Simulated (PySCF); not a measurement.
# Lu(OH)3: how settings move a single point

Which settings matter for Lu(OH)3? Each run alters one on purpose. It is a constructed species; whether it can be made isn't addressed.

Method: PBE0, Lu lcecp-1-SVP with ECP60, O def2-SVP, H def2-SVP; scalar-relativistic core potentials, no spin–orbit coupling; program: PySCF 2.14.0.

2 further runs of the same task are left out: 2 for a known fault of the program.

## Step 1: The system as given

7 atoms, charge 0, spin multiplicity 1.

Bond lengths: Lu1–O2 1.997 Å, Lu1–O4 1.997 Å, Lu1–O6 1.997 Å, O2–H3 0.954 Å, O4–H5 0.954 Å, O6–H7 0.954 Å. Angles: O2–Lu1–O4 120.0°, O2–Lu1–O6 120.0°, O4–Lu1–O6 120.0°, Lu1–O2–H3 179.8°, Lu1–O4–H5 179.8°, Lu1–O6–H7 179.8°.

As a file:

```mol
H3LuO3
  3D, bonds by distance, orders not assigned

  7  6  0  0  0  0  0  0  0  0999 V2000
    0.0000    0.0000    0.1375 Lu  0  0
    1.9972    0.0000    0.1435 O   0  0
    2.9512    0.0000    0.1497 H   0  0
   -0.9986    1.7296    0.1435 O   0  0
   -1.4756    2.5559    0.1497 H   0  0
   -0.9986   -1.7296    0.1435 O   0  0
   -1.4756   -2.5559    0.1497 H   0  0
  1  2  8  0
  1  4  8  0
  1  6  8  0
  2  3  8  0
  4  5  8  0
  6  7  8  0
M  END
```

Formal oxidation states: Lu +3. Each metal's 14 4f electrons lie in its core potential, so multiplicities, spins and levels count the valence alone. An earlier session relaxed this geometry at PBE0, Lu lcecp-1-SVP with ECP60, O def2-SVP, H def2-SVP (singlet, point group D3h).

The sound run used a (50, 194) grid (finer on f atoms), a threshold of 1e-8 and at most 55 cycles, and ended at -267.234482 Eh.

## Step 2: Altered run 1

Contents of run.py (the lines that set the calculation):

```python
mol = gto.M(atom='''
Lu     0.00000     0.00000     0.13754
O      1.99721     0.00001     0.14350
H      2.95125     0.00001     0.14972
O     -0.99861     1.72963     0.14350
H     -1.47564     2.55586     0.14972
O     -0.99860    -1.72964     0.14350
H     -1.47562    -2.55587     0.14972''',
    basis={'Lu': 'lcecp-1-SVP', 'O': 'def2-SVP', 'H': 'def2-SVP'},
    ecp={'Lu': 'lcecp-1-SVP'},
    charge=0, spin=0)
mf = dft.RKS(mol, xc='PBE0')
mf.grids.atom_grid = (50, 194)  # f atoms: unpruned, at least (60, 302)
mf = mf.density_fit()  # fitting sets: Lu AutoAux, O def2-universal-JKFIT, H def2-universal-JKFIT
mf.conv_tol = 0.001; mf.max_cycle = 55
mf.kernel(dm0)  # dm0: free metal ions and neutral atoms
```

Run with:

```sh
OMP_NUM_THREADS=2 python run.py
```

Log:

```text
init E= -271.660679855344
  HOMO = -0.324750454635939  LUMO = -0.118037021332281  gap/eV = 5.62496
cycle= 1 E= -267.200917206453  delta_E= 4.46  |g|= 0.395  |ddm|= 2.95
  HOMO = -0.242540561105156  LUMO = -0.0265889149935852  gap/eV = 5.87634
cycle= 2 E= -267.214817873722  delta_E= -0.0139  |g|= 0.322  |ddm|= 0.62
  HOMO = -0.29137263896663  LUMO = -0.0473882653700883  gap/eV = 6.63915
cycle= 3 E= -267.231780689537  delta_E= -0.017  |g|= 0.118  |ddm|= 0.287
  HOMO = -0.279901461434276  LUMO = -0.0502596055817399  gap/eV = 6.24887
cycle= 4 E= -267.234252229287  delta_E= -0.00247  |g|= 0.0321  |ddm|= 0.0918
  HOMO = -0.281784084188352  LUMO = -0.0481350522986581  gap/eV = 6.35791
cycle= 5 E= -267.234480753299  delta_E= -0.000229  |g|= 0.00189  |ddm|= 0.0299
  HOMO = -0.282368755968967  LUMO = -0.0485454541185746  gap/eV = 6.36266
Extra cycle  E= -267.234480976962  delta_E= -2.24e-07  |g|= 0.00172  |ddm|= 0.00357
converged SCF energy = -267.234480976962
```

Wall time 2.1 s (2 threads of AMD EPYC 9R45 (Zen 5), shared host).

Changed: the SCF threshold (0.001). It converges in 5 cycles, at the sound run's energy within 0.001 eV, with a largest force component of 0.00 eV/Å. The result survives the change.

## Step 3: Altered run 2

Changes to run.py (the lines that set the calculation) since step 2:

```diff
@@ -12,5 +12,5 @@
 mf = dft.RKS(mol, xc='PBE0')
-mf.grids.atom_grid = (50, 194)  # f atoms: unpruned, at least (60, 302)
+mf.grids.atom_grid = (15, 26)  # f atoms: unpruned
 mf = mf.density_fit()  # fitting sets: Lu AutoAux, O def2-universal-JKFIT, H def2-universal-JKFIT
-mf.conv_tol = 0.001; mf.max_cycle = 55
+mf.conv_tol = 1e-08; mf.max_cycle = 55
 mf.kernel(dm0)  # dm0: free metal ions and neutral atoms
```

Run with:

```sh
OMP_NUM_THREADS=2 python run.py
```

Log:

```text
init E= -271.623417550515
  HOMO = -0.322332503314546  LUMO = -0.117430448775071  gap/eV = 5.57567
cycle= 1 E= -267.164828536751  delta_E= 4.46  |g|= 0.401  |ddm|= 2.96
  HOMO = -0.23483771964689  LUMO = -0.0270907930732562  gap/eV = 5.65308
cycle= 2 E= -267.177241780828  delta_E= -0.0124  |g|= 0.342  |ddm|= 0.636
  HOMO = -0.292617693877716  LUMO = -0.0478513506351135  gap/eV = 6.66043
cycle= 3 E= -267.196238499297  delta_E= -0.019  |g|= 0.128  |ddm|= 0.303
  HOMO = -0.277432131732323  LUMO = -0.0512994509626274  gap/eV = 6.15338
cycle= 4 E= -267.199240488509  delta_E= -0.003  |g|= 0.0337  |ddm|= 0.101
  HOMO = -0.280596047792501  LUMO = -0.049199201621537  gap/eV = 6.29663
cycle= 5 E= -267.199486846221  delta_E= -0.000246  |g|= 0.00559  |ddm|= 0.0313
  HOMO = -0.280297452793004  LUMO = -0.0493047597181899  gap/eV = 6.28563
cycle= 6 E= -267.199491321462  delta_E= -4.48e-06  |g|= 0.00274  |ddm|= 0.00493
  HOMO = -0.280635923812695  LUMO = -0.0494380341202962  gap/eV = 6.29122
cycle= 7 E= -267.199492847311  delta_E= -1.53e-06  |g|= 0.00019  |ddm|= 0.00205
  HOMO = -0.280652523204845  LUMO = -0.0494317171096554  gap/eV = 6.29184
cycle= 8 E= -267.199492856735  delta_E= -9.42e-09  |g|= 7.47e-06  |ddm|= 0.000241
  HOMO = -0.28065394237529  LUMO = -0.0494316422814229  gap/eV = 6.29188
Extra cycle  E= -267.199492856773  delta_E= -3.79e-11  |g|= 5e-06  |ddm|= 1.7e-05
converged SCF energy = -267.199492856773
```

It took 1.6 s on 2 threads of AMD EPYC 9R45 (Zen 5), shared host.

Changed: the integration grid, to (15, 26). It converges in 8 cycles, +0.952 eV from the sound run, with a largest force component of 7.94 eV/Å. The setting is unsound, so these numbers aren't the compound's.

## Step 4: Altered run 3

Changes to run.py (the lines that set the calculation) since step 3:

```diff
@@ -12,3 +12,3 @@
 mf = dft.RKS(mol, xc='PBE0')
-mf.grids.atom_grid = (15, 26)  # f atoms: unpruned
+mf.grids.atom_grid = (99, 590)  # f atoms: unpruned, at least (60, 302)
 mf = mf.density_fit()  # fitting sets: Lu AutoAux, O def2-universal-JKFIT, H def2-universal-JKFIT
```

Run with:

```sh
OMP_NUM_THREADS=2 python run.py
```

Log:

```text
init E= -271.660708438521
  HOMO = -0.324753627677054  LUMO = -0.118037387204563  gap/eV = 5.62504
cycle= 1 E= -267.200950070928  delta_E= 4.46  |g|= 0.395  |ddm|= 2.95
  HOMO = -0.242539928699223  LUMO = -0.0265890008609517  gap/eV = 5.87632
cycle= 2 E= -267.214849578741  delta_E= -0.0139  |g|= 0.322  |ddm|= 0.62
  HOMO = -0.291375092530321  LUMO = -0.0473880338119308  gap/eV = 6.63923
cycle= 3 E= -267.231814645227  delta_E= -0.017  |g|= 0.118  |ddm|= 0.287
  HOMO = -0.279903906201577  LUMO = -0.0502601411984394  gap/eV = 6.24893
cycle= 4 E= -267.234286484555  delta_E= -0.00247  |g|= 0.0321  |ddm|= 0.0918
  HOMO = -0.281786633804474  LUMO = -0.048135609630318  gap/eV = 6.35797
cycle= 5 E= -267.234515015441  delta_E= -0.000229  |g|= 0.00189  |ddm|= 0.0299
  HOMO = -0.282127225487949  LUMO = -0.0484206580096895  gap/eV = 6.35948
cycle= 6 E= -267.234515796717  delta_E= -7.81e-07  |g|= 0.000232  |ddm|= 0.00235
  HOMO = -0.282156393933428  LUMO = -0.0484156840481518  gap/eV = 6.36041
cycle= 7 E= -267.234515809652  delta_E= -1.29e-08  |g|= 7.4e-06  |ddm|= 0.000281
  HOMO = -0.282157318539354  LUMO = -0.0484160607094353  gap/eV = 6.36042
cycle= 8 E= -267.234515809693  delta_E= -4.07e-11  |g|= 1.38e-06  |ddm|= 1.76e-05
  HOMO = -0.282157314737166  LUMO = -0.0484157355088719  gap/eV = 6.36043
Extra cycle  E= -267.234515809695  delta_E= -1.59e-12  |g|= 1.61e-06  |ddm|= 2.87e-06
converged SCF energy = -267.234515809695
```

Run time: 4.8 s. Hardware: 2 threads of AMD EPYC 9R45 (Zen 5), shared host.

Changed: the integration grid, to (99, 590). It converges in 8 cycles, -0.001 eV from the sound run, with a largest force component of 0.00 eV/Å. The result survives the change.

## Step 5: Altered run 4

Contents of run.py (the lines that set the calculation):

```python
mol = gto.M(atom='''
Lu     0.00000     0.00000     0.14441
O      2.09707     0.00001     0.15068
H      3.09882     0.00001     0.15721
O     -1.04854     1.81612     0.15068
H     -1.54942     2.68365     0.15721
O     -1.04853    -1.81612     0.15068
H     -1.54940    -2.68366     0.15721''',
    basis={'Lu': 'lcecp-1-SVP', 'O': 'def2-SVP', 'H': 'def2-SVP'},
    ecp={'Lu': 'lcecp-1-SVP'},
    charge=0, spin=0)
mf = dft.RKS(mol, xc='PBE0')
mf.grids.atom_grid = (50, 194)  # f atoms: unpruned, at least (60, 302)
mf = mf.density_fit()  # fitting sets: Lu AutoAux, O def2-universal-JKFIT, H def2-universal-JKFIT
mf.conv_tol = 1e-08; mf.max_cycle = 55
mf.kernel(dm0)  # dm0: free metal ions and neutral atoms
```

Run with:

```sh
OMP_NUM_THREADS=2 python run.py
```

Log:

```text
init E= -271.432594313174
  HOMO = -0.307106816482011  LUMO = -0.122687069959355  gap/eV = 5.01832
cycle= 1 E= -267.184252952661  delta_E= 4.25  |g|= 0.376  |ddm|= 2.85
  HOMO = -0.240906141258115  LUMO = -0.0407212565048702  gap/eV = 5.44731
cycle= 2 E= -267.200298635057  delta_E= -0.016  |g|= 0.281  |ddm|= 0.571
  HOMO = -0.285112973559942  LUMO = -0.0604660244049349  gap/eV = 6.11295
cycle= 3 E= -267.212413644987  delta_E= -0.0121  |g|= 0.127  |ddm|= 0.258
  HOMO = -0.272354208271698  LUMO = -0.0626538080077701  gap/eV = 5.70624
cycle= 4 E= -267.21530103401  delta_E= -0.00289  |g|= 0.0353  |ddm|= 0.0986
  HOMO = -0.274380665692574  LUMO = -0.0600089184169299  gap/eV = 5.83335
cycle= 5 E= -267.215585948168  delta_E= -0.000285  |g|= 0.00221  |ddm|= 0.0324
  HOMO = -0.274767999950238  LUMO = -0.0603788574535606  gap/eV = 5.83383
cycle= 6 E= -267.215587079776  delta_E= -1.13e-06  |g|= 0.000301  |ddm|= 0.00271
  HOMO = -0.274800996315337  LUMO = -0.0603642249395158  gap/eV = 5.83512
cycle= 7 E= -267.215587102506  delta_E= -2.27e-08  |g|= 1.12e-05  |ddm|= 0.000369
  HOMO = -0.274802502014114  LUMO = -0.0603651382680859  gap/eV = 5.83514
cycle= 8 E= -267.215587102593  delta_E= -8.65e-11  |g|= 6.76e-06  |ddm|= 2.64e-05
  HOMO = -0.274802576423914  LUMO = -0.0603645915722772  gap/eV = 5.83515
Extra cycle  E= -267.215587102571  delta_E= 2.18e-11  |g|= 1.25e-05  |ddm|= 1.25e-05
converged SCF energy = -267.215587102571
```

It took 2.2 s on 2 threads of AMD EPYC 9R45 (Zen 5), shared host.

Changed: the scale of all coordinates (1.05). It converges in 8 cycles, +0.514 eV from the sound run, with a largest force component of 2.34 eV/Å. The setting is unsound, so these numbers aren't the compound's.

## Step 6: Altered run 5

Contents of run.py (the lines that set the calculation):

```python
mol = gto.M(atom='''
Lu     0.00000     0.00000     0.13754
O      1.99721     0.00001     0.14350
H      2.95125     0.00001     0.14972
O     -0.99861     1.72963     0.14350
H     -1.47564     2.55586     0.14972
O     -0.99860    -1.72964     0.14350
H     -1.47562    -2.55587     0.14972''',
    basis={'Lu': 'lcecp-1-SVP', 'O': 'def2-SVP', 'H': 'def2-SVP'},
    ecp={'Lu': 'lcecp-1-SVP'},
    charge=1, spin=0)
mf = dft.RKS(mol, xc='PBE0')
mf.grids.atom_grid = (50, 194)  # f atoms: unpruned, at least (60, 302)
mf = mf.density_fit()  # fitting sets: Lu AutoAux, O def2-universal-JKFIT, H def2-universal-JKFIT
mf.conv_tol = 1e-08; mf.max_cycle = 62
mf.kernel(dm0)  # dm0: free metal ions and neutral atoms
```

Run with:

```sh
OMP_NUM_THREADS=2 python run.py
```

Log:

```text
RuntimeError: Electron number 37 and spin 0 are not consistent
Note mol.spin = 2S = Nalpha - Nbeta, not 2S+1
```

Hardware: 2 threads of AMD EPYC 9R45 (Zen 5), shared host.

Changed: the charge (by +1); the cycle limit is 62. The program refuses it: the number of electrons and the spin don't fit.

## Step 7: Side by side

| run | changed | ending | energy change (eV) | cycles | time | usable |
| --- | --- | --- | --- | --- | --- | --- |
| 1 | the SCF threshold | converged | 0.000 | 5 | 2.1 s | yes |
| 2 | the integration grid | converged | +0.952 | 8 | 1.6 s | no |
| 3 | the integration grid | converged | -0.001 | 8 | 4.8 s | yes |
| 4 | the scale of all coordinates | converged | +0.514 | 8 | 2.2 s | no |
| 5 | the charge | refused | – | – | 0 s | no |

2 of 5 altered runs give a usable result. 2 ended normally with numbers unfit to quote.
